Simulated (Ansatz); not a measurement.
# CH₆BNSi: one species, many methods

Aim: compute CH₆BNSi with functionals from several rungs and with coupled cluster, and see how far each lands from CCSD(T) at the basis-set limit for the atomisation energy.

Computed with Ansatz 0.2.0, Gaussian basis. Level: functionals in def2-TZVPP, the program's frozen cores in correlated methods.

The runs, in order: LDA (SPW92), PBE-D4, revPBE-D4, BLYP-D4, r2SCAN-D4, B97M-V, PBE0-D4, B3LYP-D4, r2SCANh-D4, r2SCAN0-D4, HSE06-D4, BHLYP-D4, CAM-B3LYP-D4, LC-ωPBE, ωB97X-V, ωB97M-V, B2PLYP, PBE-QIDH; CCSD(T)/def2-SVP; CCSD(T)/def2-TZVPP; MP2/def2-QZVPP; extrapolation to the limit; RPA on PBE.

## 1. The geometry

An earlier PBE0-D4 in a triple-zeta def2 set relaxation fixed the geometry.

SMILES `CN1B[SiH2]1`, 10 atoms, charge 0, spin multiplicity 1.

Atoms are counted from 1 here; the program's logs count them from 0.

Bond lengths: C1–N2 1.438 Å, C1–H5 1.093 Å, C1–H6 1.093 Å, C1–H7 1.092 Å, N2–B3 1.375 Å, N2–Si4 1.759 Å, B3–Si4 1.924 Å, B3–H8 1.189 Å, Si4–H9 1.487 Å, Si4–H10 1.487 Å. Angles: N2–C1–H5 110.5°, N2–C1–H6 110.5°, N2–C1–H7 110.5°, H5–C1–H6 107.8°, H5–C1–H7 108.8°, H6–C1–H7 108.8°, C1–N2–B3 139.2°, C1–N2–Si4 146.2°, B3–N2–Si4 74.6°, N2–B3–Si4 61.8°, N2–B3–H8 135.8°, Si4–B3–H8 162.3°, N2–Si4–B3 43.5°, N2–Si4–H9 114.9°, N2–Si4–H10 114.9°, B3–Si4–H9 125.4°, B3–Si4–H10 125.4°, H9–Si4–H10 109.2°.

## 2. LDA

This LDA is Slater exchange with PW92 correlation.

Contents of in.yaml:

```yaml
crystal:
  periodic: [false, false, false]
  atoms:
    - {symbol: C, position_ang: [0.084423, 1.444319, 0.063587]}
    - {symbol: N, position_ang: [-0.032051, 0.014303, 0.158811]}
    - {symbol: B, position_ang: [-0.339322, -0.943981, 1.095096]}
    - {symbol: Si, position_ang: [0.091999, -1.522780, -0.688298]}
    - {symbol: H, position_ang: [-0.613903, 1.835770, -0.680921]}
    - {symbol: H, position_ang: [1.094437, 1.725624, -0.245990]}
    - {symbol: H, position_ang: [-0.130943, 1.911367, 1.027337]}
    - {symbol: H, position_ang: [-0.641221, -0.946935, 2.245035]}
    - {symbol: H, position_ang: [-0.885936, -1.709503, -1.793383]}
    - {symbol: H, position_ang: [1.455515, -1.859183, -1.178274]}
basis:
  gaussian: {orbitals: def2-TZVPP}
hamiltonian: {xc: lda}
output: {orbitals: {seedname: orbitals}}
```

Launch:

```
$ ansatz run in.yaml --threads 2 --pin off --events-out ev --progress --plain --max-ram 4352MiB
```

After this run come: PBE-D4 (GGA); revPBE-D4 (GGA); BLYP-D4 (GGA); r2SCAN-D4 (meta-GGA); B97M-V (meta-GGA); B3LYP-D4 (hybrid); r2SCANh-D4 (hybrid); r2SCAN0-D4 (hybrid); HSE06-D4 (hybrid); BHLYP-D4 (hybrid); CAM-B3LYP-D4 (range-separated); LC-ωPBE (range-separated); ωB97X-V (range-separated); ωB97M-V (range-separated); B2PLYP (double hybrid); PBE-QIDH (double hybrid); CCSD(T) in def2-SVP; CCSD(T) in def2-TZVPP; MP2 in def2-QZVPP; RPA on PBE orbitals.

Before running them: what should the planned runs give, taken together? Wanted: atomisation energy, CCSD(T)/CBS; farthest beyond LDA; mean size of error, GGA; mean size of error, meta-GGA; mean size of error, hybrid; mean size of error, range-separated; mean size of error, double hybrid; gap, smallest and largest; T1 diagnostic.

As calculated:

| quantity | value |
| --- | --- |
| atomisation energy, CCSD(T)/CBS | 849.0 kcal/mol |
| functionals within 4.2 kcal/mol (0.5 %) | revPBE-D4, BLYP-D4, r2SCANh-D4, LC-ωPBE, B2PLYP, PBE-QIDH |
| farthest beyond LDA | PBE-D4 (+19.1 kcal/mol) |
| mean size of error, GGA | 7.8 kcal/mol |
| mean size of error, meta-GGA | 6.8 kcal/mol |
| mean size of error, hybrid | 6.8 kcal/mol |
| mean size of error, range-separated | 6.6 kcal/mol |
| mean size of error, double hybrid | 3.2 kcal/mol |
| gap, smallest and largest | 4.61 eV (LDA (SPW92)), 11.60 eV (LC-ωPBE) |
| T1 diagnostic | 0.0138 |
| triples share of the correlation energy | 4.1 % |

**Reading.** LDA overbinds by 120.6 kcal/mol (14 %). PBE-D4 is off by +19.1 kcal/mol. Double hybrids carry the basis error of their MP2 part in triple zeta, and no dispersion term here, so their miss is partly the set-up's. By mean error the best rung here is double hybrid (3.2 kcal/mol) and the worst beyond LDA is GGA (7.8 kcal/mol). Misses under about 4.2 kcal/mol are within the doubt on the reference itself, which lacks core-valence correlation, relativity and higher excitations. Hartree-Fock recovers 73 % of the binding; the rest is correlation. CCSD(T) in def2-SVP is off by -44.6 kcal/mol, which most functionals beat. Orbital gaps span 4.6 to 11.6 eV; exact exchange widens them.
